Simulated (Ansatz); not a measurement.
# CH₃FSn: vertical ionisation energy

Aim: the vertical ionisation energy of CH₃FSn, as cation minus neutral at the neutral's geometry, on several levels, and how well −ε(HOMO) stands in for it.

Method: unrestricted cation, the program's frozen cores in correlated methods; program: Ansatz 0.2.0, Gaussian basis.

The runs, in order: UKS PBE-D4/def2-TZVPP; UKS r2SCAN-D4/def2-TZVPP; UKS PBE0-D4/def2-TZVPP; UKS B3LYP-D4/def2-TZVPP; UKS wB97X-V/def2-TZVPP; UKS wB97M-V/def2-TZVPP; UKS B2PLYP/def2-TZVPP; UHF-CCSD(T)/def2-TZVPP; UHF-MP2/def2-QZVPP; extrapolation to the limit; then −ε(HOMO) from the neutral's earlier runs with LDA (SPW92), PBE-D4, revPBE-D4, BLYP-D4, r2SCAN-D4, B97M-V, PBE0-D4, B3LYP-D4, r2SCANh-D4, r2SCAN0-D4, HSE06-D4, BHLYP-D4, CAM-B3LYP-D4, LC-ωPBE, ωB97X-V, ωB97M-V.

## (1) Structure used throughout

An earlier PBE0-D4 in a triple-zeta def2 set relaxation fixed the geometry. Sn takes the def2 core potential; no spin-orbit term is included.

SMILES `[CH3][Sn][F]`, 6 atoms, charge 0, spin multiplicity 1.

Atoms are counted from 1 here; the program's logs count them from 0.

Bond lengths: C1–Sn2 2.175 Å, C1–H4 1.094 Å, C1–H5 1.094 Å, C1–H6 1.092 Å, Sn2–F3 1.952 Å. Angles: Sn2–C1–H4 108.9°, Sn2–C1–H5 108.8°, Sn2–C1–H6 113.1°, H4–C1–H5 107.3°, H4–C1–H6 109.3°, H5–C1–H6 109.2°, C1–Sn2–F3 92.9°.

Coordinates:

```mol
CH3FSn
  3D, bonds by distance, orders not assigned

  6  5  0  0  0  0  0  0  0  0999 V2000
   -0.3898    0.4212   -0.2829 C   0  0
    0.2571   -0.6205    1.5136 Sn  0  0
    1.6216   -1.6341    0.5541 F   0  0
   -0.6849   -0.3178   -1.0339 H   0  0
    0.4581    0.9794   -0.6919 H   0  0
   -1.2200    1.1077   -0.1052 H   0  0
  1  2  8  0
  2  3  8  0
  1  4  8  0
  1  5  8  0
  1  6  8  0
M  END
```

## (2) Cation, UKS PBE-D4/def2-TZVPP

File in.yaml:

```yaml
crystal:
  periodic: [false, false, false]
  atoms:
    - {symbol: C, position_ang: [-0.389799, 0.421217, -0.282863]}
    - {symbol: Sn, position_ang: [0.257138, -0.620491, 1.513588]}
    - {symbol: F, position_ang: [1.621583, -1.634137, 0.554098]}
    - {symbol: H, position_ang: [-0.684907, -0.317774, -1.033906]}
    - {symbol: H, position_ang: [0.458083, 0.979387, -0.691897]}
    - {symbol: H, position_ang: [-1.219998, 1.107698, -0.105220]}
basis:
  gaussian: {orbitals: def2-TZVPP}
total_charge: 1
magnetization: {spin_polarized: true, initial_magnetization: 1}
hamiltonian: {xc: pbe, dispersion: d4}
```

Further steps of the session: Cation, UKS r2SCAN-D4/def2-TZVPP; Cation, UKS PBE0-D4/def2-TZVPP; Cation, UKS B3LYP-D4/def2-TZVPP; Cation, UKS wB97X-V/def2-TZVPP; Cation, UKS wB97M-V/def2-TZVPP; Cation, UKS B2PLYP (frozen core)/def2-TZVPP; Cation, UHF-CCSD(T)/def2-TZVPP; Cation, UHF-MP2/def2-QZVPP.

**Question.** What will the summary of the whole plan be? Wanted: ionisation energy, CCSD(T)/CBS; nearest functional by difference; nearest −ε(HOMO); −ε(HOMO) of PBE; T1 of the cation.

As calculated:

| quantity | value |
| --- | --- |
| ionisation energy, CCSD(T)/CBS | 9.07 eV |
| nearest functional by difference | B3LYP-D4 (-0.16 eV) |
| nearest −ε(HOMO) | LC-ωPBE (+0.06 eV) |
| −ε(HOMO) of PBE | 5.60 eV |
| T1 of the cation | 0.020 |

In words: Energy differences with functionals land within 0.35 eV of the reference. −ε(HOMO) of PBE misses by 3.5 eV, since self-interaction lifts the level. Among orbital estimates LC-ωPBE comes nearest. Hartree-Fock falls 1.12 eV short, as the neutral has more correlation energy than the cation. Correlated methods include outer-core shells of Sn, which these sets cover unevenly. With outer-core shells in play the reference is unsure by up to some tenths of an eV, so close misses can't be ranked.
